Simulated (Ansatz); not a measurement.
# BH5SSi2: the cost of one run

Computed with Ansatz 0.2.0, Gaussian basis. Level: the settings change from run to run.

### 1 The geometry

The geometry comes from an earlier relaxation with PBE0-D4 in a triple-zeta def2 set; it is a stationary point, not always the lowest conformer.

SMILES `SB1[SiH2][SiH2]1`, 9 atoms, charge 0, spin multiplicity 1.

Atoms are counted from 1 here; the program's logs count them from 0.

Bond lengths: S1–B2 1.756 Å, S1–H5 1.349 Å, B2–Si3 1.957 Å, B2–Si4 1.951 Å, Si3–Si4 2.377 Å, Si3–H6 1.484 Å, Si3–H7 1.485 Å, Si4–H8 1.483 Å, Si4–H9 1.485 Å. Angles: B2–S1–H5 100.9°, S1–B2–Si3 128.8°, S1–B2–Si4 136.4°, Si3–B2–Si4 74.9°, B2–Si3–Si4 52.4°, B2–Si3–H6 119.5°, B2–Si3–H7 123.8°, Si4–Si3–H6 101.1°, Si4–Si3–H7 134.2°, H6–Si3–H7 112.8°, B2–Si4–Si3 52.6°, B2–Si4–H8 119.1°, B2–Si4–H9 123.6°, Si3–Si4–H8 101.2°, Si3–Si4–H9 135.0°, H8–Si4–H9 112.7°.

### 2 B3LYP/def2-SVPD

Set apart from the defaults: multiplicity 3, atoms shaken by 0.08 Å, a grid of angular degree 23, high accuracy.

File in.yaml:

```yaml
crystal:
  periodic: [false, false, false]
  atoms:
    - {symbol: S, position_ang: [-1.137891, 1.154160, -1.943626]}
    - {symbol: B, position_ang: [-0.559135, 0.692595, -0.356301]}
    - {symbol: Si, position_ang: [1.308245, 0.777465, 0.289286]}
    - {symbol: Si, position_ang: [-0.283947, -0.961257, 0.537273]}
    - {symbol: H, position_ang: [-2.132610, 0.204287, -2.020560]}
    - {symbol: H, position_ang: [1.575525, 1.204511, 1.811103]}
    - {symbol: H, position_ang: [2.603670, 0.703983, -0.366438]}
    - {symbol: H, position_ang: [-0.719926, -0.848491, 2.086671]}
    - {symbol: H, position_ang: [-0.528983, -2.345090, 0.123714]}
basis:
  gaussian: {orbitals: def2-SVPD, final_grid: {core_spheres: 8, valence_spheres: 7, degree: 23}}
magnetization: {spin_polarized: true, initial_magnetization: 2}
hamiltonian: {xc: {name: B3LYP}}
accuracy: high
```

Started as:

```
ansatz run in.yaml --threads 2 --pin off --events-out ev --progress --plain --max-ram 4352MiB
```

**Question.** How long does this run take on 2 threads of Arm Neoverse V2, shared host, and how much memory does it need?

About 13 s, with a peak of 0.73 GiB.
